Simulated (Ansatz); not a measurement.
# BeCd2S2: the cost of one run

Program: Ansatz 0.2.0. Level of theory: DFT PBE, scalar-relativistic, plane waves, PAW. These are calculated values, not measurements.

2 further runs of the same task are left out: 1 that didn't finish, 1 set aside as unsound or not needed.

### 1 Starting point

Symmetry: P-6m2, No. 187, hexagonal system. Conventional cell: a = 4.120 Å, b = 4.120 Å, c = 8.056 Å, α = 90.00°, β = 90.00°, γ = 120.00°. Be (site symmetry -6m2) is surrounded by 3 S at 2.38 Å. Cd (site symmetry 3m) has 6 S at 2.90 to 3.36 Å and 1 Cd at 3.31 Å and 3 Be at 3.36 Å as nearest neighbours. S (site symmetry -6m2) has 6 Cd at 2.90 Å as nearest neighbours. Around S (site symmetry -6m2) lie 3 Be at 2.38 Å.

As a file:

```
Be Cd S
1.0
     4.11988    0.00000    0.00000
    -2.05994    3.56792    0.00000
     0.00000    0.00000    8.05633
Be Cd S
1 2 2
Direct
  0.66667 0.33333 0.00000
  0.00000 0.00000 0.70553
  0.00000 0.00000 0.29447
  0.66667 0.33333 0.50000
  0.33333 0.66667 0.00000
```

Recipe of the guess: species swapped into a database cell of Sr2ZnAs2 (P-6m2, No. 187), with Cd on the Sr sites, Be on the Zn sites and S on the As sites. The dimensions are guesses.

### 2 The guess as it stands, on a coarse mesh

input.yaml

```yaml
crystal:
  lattice:
    - [4.11988271, 0.0, 0.0]
    - [-2.05994135, 3.56792309, 0.0]
    - [0.0, 0.0, 8.05632559]
  atoms:
    - { symbol: Be, position: [0.66666667, 0.33333333, 0.0] }
    - { symbol: Cd, position: [0.0, 0.0, 0.70553398] }
    - { symbol: Cd, position: [0.0, 0.0, 0.29446602] }
    - { symbol: S, position: [0.66666667, 0.33333333, 0.5] }
    - { symbol: S, position: [0.33333333, 0.66666667, 0.0] }
basis:
  ecutwfc: 420
kpoints:
  mp_grid: { grid: [6, 6, 2] }
hamiltonian:
  xc: pbe
scf:
  occupations: { method: gaussian, width: 0.1 }
  lower_state_search: "off"
output:
  forces: true
  stress: true
  eigenvalues: true
```

On the command line:

```sh
ansatz run input.yaml --threads 1 --pin off --max-ram 2560MiB --backend cpu --events-out ev --progress --plain --runs-dir out
```

What time and memory should one allow on 1 thread of Intel Xeon Platinum 8259CL at 2.50GHz (Skylake/Cascade Lake), shared host?

About 4.7 s, with a peak of 0.39 GiB.
